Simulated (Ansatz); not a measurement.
# H4OSeSi (SMILES O[Se][SiH3]): functionals against CCSD(T) at one geometry

The atoms stand at a structure displaced at random from a GFN2-xTB minimum. How far do the functionals agree with CCSD(T) there?

Computed with Ansatz 0.2.0, Gaussian basis. Level: single points in def2-TZVPP.

Correlated methods freeze the cores. Filled d shells of the heavier atoms are correlated.

### Step 1. Where the work starts

SMILES `O[Se][SiH3]`, 7 atoms, charge 0, spin multiplicity 1.

Atoms are counted from 1 here; the program's logs count them from 0.

Bond lengths: O1–Se2 1.903 Å, O1–H4 0.959 Å, Se2–Si3 2.361 Å, Si3–H5 1.576 Å, Si3–H6 1.478 Å, Si3–H7 1.601 Å. Angles: Se2–O1–H4 109.8°, O1–Se2–Si3 91.3°, Se2–Si3–H5 108.6°, Se2–Si3–H6 109.4°, Se2–Si3–H7 103.5°, H5–Si3–H6 109.6°, H5–Si3–H7 112.0°, H6–Si3–H7 113.4°.

Geometry (Å):

```mol
H4OSeSi
  3D, bonds by distance, orders not assigned

  7  6  0  0  0  0  0  0  0  0999 V2000
   -1.6926   -0.9437   -0.2253 O   0  0
   -0.1155   -1.2819    0.7852 Se  0  0
    0.8614    0.7317    0.0348 Si  0  0
   -2.3364   -1.6354   -0.0645 H   0  0
    0.9149    0.7094   -1.5402 H   0  0
    0.0396    1.8740    0.4867 H   0  0
    2.3233    0.7047    0.6860 H   0  0
  1  2  8  0
  1  4  8  0
  2  3  8  0
  3  5  8  0
  3  6  8  0
  3  7  8  0
M  END
```

### Step 2. CCSD(T)/def2-TZVPP

Input file run/in.yaml:

```yaml
crystal:
  periodic: [false, false, false]
  atoms:
    - {symbol: O, position_ang: [-1.692600, -0.943700, -0.225300]}
    - {symbol: Se, position_ang: [-0.115500, -1.281900, 0.785200]}
    - {symbol: Si, position_ang: [0.861400, 0.731700, 0.034800]}
    - {symbol: H, position_ang: [-2.336400, -1.635400, -0.064500]}
    - {symbol: H, position_ang: [0.914900, 0.709400, -1.540200]}
    - {symbol: H, position_ang: [0.039600, 1.874000, 0.486700]}
    - {symbol: H, position_ang: [2.323300, 0.704700, 0.686000]}
basis:
  gaussian: {orbitals: def2-TZVPP}
correlation: {method: ccsd_t}
output: {forces: true}
```

No record of the launch command was kept for these runs.

### Step 3. PBE0-D4/def2-TZVPP

run/in.yaml: that of step 2 with these lines changed.

```diff
@@ -12,3 +12,3 @@
   gaussian: {orbitals: def2-TZVPP}
-correlation: {method: ccsd_t}
-output: {forces: true}
+hamiltonian: {xc: pbe0, dispersion: d4}
+output: {forces: true, orbitals: {seedname: orbitals}}
```

### Step 4. wB97M-V/def2-TZVPP

run/in.yaml: that of step 3 with these lines changed.

```diff
@@ -12,3 +12,3 @@
   gaussian: {orbitals: def2-TZVPP}
-hamiltonian: {xc: pbe0, dispersion: d4}
-output: {forces: true, orbitals: {seedname: orbitals}}
+hamiltonian: {xc: {name: wB97M-V}}
+output: {forces: true}
```

### Step 5. r2SCAN-D4/def2-TZVPP

run/in.yaml: that of step 4 with these lines changed.

```diff
@@ -12,3 +12,3 @@
   gaussian: {orbitals: def2-TZVPP}
-hamiltonian: {xc: {name: wB97M-V}}
+hamiltonian: {xc: r2scan, dispersion: d4}
 output: {forces: true}
```

### Step 6. PBE-D4/def2-TZVPP

run/in.yaml: that of step 5 with these lines changed.

```diff
@@ -12,3 +12,3 @@
   gaussian: {orbitals: def2-TZVPP}
-hamiltonian: {xc: r2scan, dispersion: d4}
+hamiltonian: {xc: pbe, dispersion: d4}
 output: {forces: true}
```

### Step 7. wB97X-V/def2-TZVPP

run/in.yaml: that of step 6 with these lines changed.

```diff
@@ -12,3 +12,3 @@
   gaussian: {orbitals: def2-TZVPP}
-hamiltonian: {xc: pbe, dispersion: d4}
+hamiltonian: {xc: {name: wB97X-V}}
 output: {forces: true}
```

### Step 8. BLYP-D4/def2-TZVPP

run/in.yaml: that of step 7 with these lines changed.

```diff
@@ -12,3 +12,3 @@
   gaussian: {orbitals: def2-TZVPP}
-hamiltonian: {xc: {name: wB97X-V}}
+hamiltonian: {xc: {name: BLYP}, dispersion: d4}
 output: {forces: true}
```

(Steps that only read results are left out.)

Q: Predict the outcome of this session. Wanted: energy less free atoms, CCSD(T)/def2-TZVPP; RMS force component; RMS force error; HOMO and LUMO, PBE0-D4; T1 diagnostic.

As calculated:

```
                                  quantity                                                                                           value
energy less free atoms, CCSD(T)/def2-TZVPP                                                                                  -1897.9 kJ/mol
                       RMS force component                                                            0.610 to 0.762 eV/Å over the methods
                           RMS force error  PBE0-D4 0.101, wB97M-V 0.097, r2SCAN-D4 0.049, PBE-D4 0.210, wB97X-V 0.129, BLYP-D4 0.281 eV/Å
                    HOMO and LUMO, PBE0-D4                                                                              -6.46 and -1.84 eV
                             T1 diagnostic                                                                                           0.012
```

In words: Against CCSD(T) the functionals' energies less atoms differ by -85.7 to -27.9 kJ/mol, PBE-D4 by -85.7 kJ/mol. CCSD(T) in triple zeta still lacks some correlation energy of the bonds, so part of these gaps is its own basis error and they don't rank the functionals. The forces of r2SCAN-D4 come nearest to CCSD(T), those of BLYP-D4 are farthest. Frozen-core CCSD(T) forces in triple zeta carry basis errors of their own, and this is one geometry, so small gaps rank nothing.
